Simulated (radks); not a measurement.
# Valence configurations of Cu³⁺

An exercise on one series of results from a longer session: the logs are not shown, and one member is left open.

Method: scalar-relativistic Kohn-Sham, PBE, spin-unpolarised, spherical densities, finite nucleus. Code: radks (a radial shooting solver on a logarithmic mesh, Libxc functionals) version 1.

## What is computed

- element: copper (Z = 29)
- charge: +3
- electrons: 26
- configuration: [Ar] 3d8
- nuclear rms radius: 3.8823 fm
- others tried: 3d7 4s1; 3d7 4p1; 3d7 4s0.5 4p0.5; 3d6 4p2; 3d7.5 4s0.5; 3d6 4s1.5 4p0.5; 3d6 4s2; 3d4 4s1.5 4p2.5; 3d7.5 4p0.5

Outer shells as boxes (Hund's rule):

Cu³⁺
```
[Ar] core
3d [↑↓][↑↓][↑↓][↑ ][↑ ]
```

The first run:

Input:

```text
Z 29
configuration [Ar] 3d8
relativity scalar-relativistic
functional pbe,pbe
spin unpolarised
nucleus finite rms 3.8823 fm
c 137.035999084
```

The run is started by

```console
python run_ks.py task.json out
```

This one command runs every case of the session in turn.

Steps of the session up to this table: [Ar] 3d8.

One table of the session follows, with a row left open; its other results are not shown here.

Radial moments (bohr):

```
level      <r>  outermost maximum (interpolated)  90 % within  nodes
   1s  0.05213                            0.0341       0.0931      0
   2s   0.2352                             0.197        0.364      1
   2p   0.2064                             0.158        0.338      0
   3s        ?                                 ?            ?      ?
   3p   0.7364                             0.617         1.13      1
   3d   0.8563                             0.588         1.45      0
```

**Question.** Estimate the row for 3s.

**Answer.** <r>: 0.7053; outermost maximum (interpolated): 0.612; 90 % within: 1.06; nodes: 2. In the column «<r>» it lies between 2s (0.2352) and 3p (0.7364).
